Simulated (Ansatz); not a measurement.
# InSb3: the cost of one run

Computed with Ansatz 0.2.0 (DFT PBE, scalar-relativistic, plane waves, PAW, unless a step's input says otherwise).

1 further run of the same task is left out (it didn't finish).

## Step 1: Starting point

The structure is tetragonal, space group P4/mmm (No. 123). The conventional cell has a = 3.114 Å, b = 3.114 Å, c = 12.012 Å, α = 90.00°, β = 90.00°, γ = 90.00°. In (site symmetry 4/mmm) is surrounded by 2 Sb at 3.04 Å and 4 In at 3.11 Å. Sb (site symmetry 4/mmm) is surrounded by 4 Sb at 3.11 Å. Sb (site symmetry 4mm) has 1 In at 3.04 Å and 4 Sb at 3.11 Å as nearest neighbours.

As a file:

```xyz
4
Lattice="3.1135 0.0000 0.0000 0.0000 3.1135 0.0000 0.0000 0.0000 12.0124" Properties=species:S:1:pos:R:3 pbc="T T T"
In    0.0000    0.0000    0.0000
Sb    1.5568    1.5568    6.0062
Sb    0.0000    0.0000    8.9722
Sb    0.0000    0.0000    3.0402
```

The cell was relaxed beforehand at this level, from a generated guess; it needn't be the stable form of this composition. At a tolerance of 0.05 Å it has space group P4/mmm (No. 123); it has 29.11 Å³/atom, an uncorrected energy of +0.20 eV/atom over the elements.

## Step 2: Static run: bands, density of states and charges

input.yaml reads:

```yaml
crystal:
  lattice:
    - [3.1135310122, 0.0, 0.0]
    - [0.0, 3.1135310122, 0.0]
    - [0.0, 0.0, 12.0123757655]
  atoms:
    - { symbol: In, position: [0.0, 0.0, 0.0] }
    - { symbol: Sb, position: [0.5, 0.5, 0.5] }
    - { symbol: Sb, position: [0.0, 0.0, 0.7469137358] }
    - { symbol: Sb, position: [0.0, 0.0, 0.2530862642] }
basis:
  ecutwfc: 420
kpoints:
  mp_grid: { grid: [16, 16, 4] }
  band_path:
    path:
      - [[0.0, 0.0, 0.0], [0.0, 0.5, 0.0], [0.5, 0.5, 0.0], [0.0, 0.0, 0.0], [0.0, 0.0, 0.5], [0.0, 0.5, 0.5], [0.5, 0.5, 0.5], [0.0, 0.0, 0.5]]
      - [[0.0, 0.5, 0.0], [0.0, 0.5, 0.5]]
      - [[0.5, 0.5, 0.0], [0.5, 0.5, 0.5]]
    npoints: 14
hamiltonian:
  xc: pbe
scf:
  occupations: { method: gaussian, width: 0.1 }
  n_extra_bands: 10
output:
  forces: true
  stress: true
  eigenvalues: true
  populations: true
  dos: { projected: true, de: 0.02, nscf_kmesh: { grid: [20, 20, 5] } }
  bader: true
  write_density: true
  write_potential: true
  elf: true
  volumetric_format: npy
```

Run with:

```bash
ansatz run input.yaml --threads 1 --pin off --max-ram 2560MiB --backend cpu --events-out ev --progress --plain --runs-dir out
```

Q: Estimate wall time and peak memory on 1 thread of Intel Xeon Platinum 8259CL at 2.50GHz (Skylake/Cascade Lake), shared host.

About 100 s, with a peak of 0.9 GiB.
